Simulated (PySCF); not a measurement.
# C4H9Ga: the cost of one run

Computed with PySCF 2.14.0, with density-fitted response routines of our own, on a single molecule in the gas phase. Atoms count from 0, in the outputs and in this text.

## 1. The molecule as given

14 atoms, charge 0, multiplicity 1; geometry from: GFN2-xTB. The atoms were then displaced at random by about 0.01 Å, so the start is not that level's minimum.

Bonds of the start (Å): C0–C1 1.47, C1–C2 1.32, C2–Ga3 2.06, Ga3–C4 2.00, C0–H5 1.12, C0–H6 1.10, C0–H7 1.08, C1–H8 1.07, C2–H9 1.09, Ga3–H10 1.61, C4–H11 1.10, C4–H12 1.08, C4–H13 1.07.

## 2. Optimising the geometry at PBE0-D3(BJ)/def2-SVP

The job: settings as JSON, then the geometry in Å.

```
{"job": {"xc": "PBE0", "basis": "def2-SVP", "d3": "d3bj", "grid": 1, "shake": 0.01, "kind": "geom"}, "charge": 0, "multiplicity": 1}
C     -2.402650     0.386830     0.340560
C     -1.729510    -0.751650    -0.292970
C     -0.421290    -0.845410    -0.412140
Ga     1.046320     0.462720     0.194870
C      2.976690     0.070020    -0.153770
H     -3.104020     0.883940    -0.382190
H     -1.679940     1.145230     0.676930
H     -3.006900     0.085790     1.179520
H     -2.380700    -1.528540    -0.642110
H     -0.002150    -1.743880    -0.873650
H      0.641290     1.809530     0.977900
H      3.542040     0.993620    -0.358110
H      3.426390    -0.376390     0.717830
H      3.087280    -0.606870    -0.980430
```

Run with:

```console
$ OMP_NUM_THREADS=1 python probes_run.py task.json out
```

The driver reads the jobs from task.json and runs them one after another.

Q: Estimate the wall time and peak memory of this first job on 1 thread of Arm Neoverse V1, shared host.

About 68 s, with a peak of 0.55 GiB.
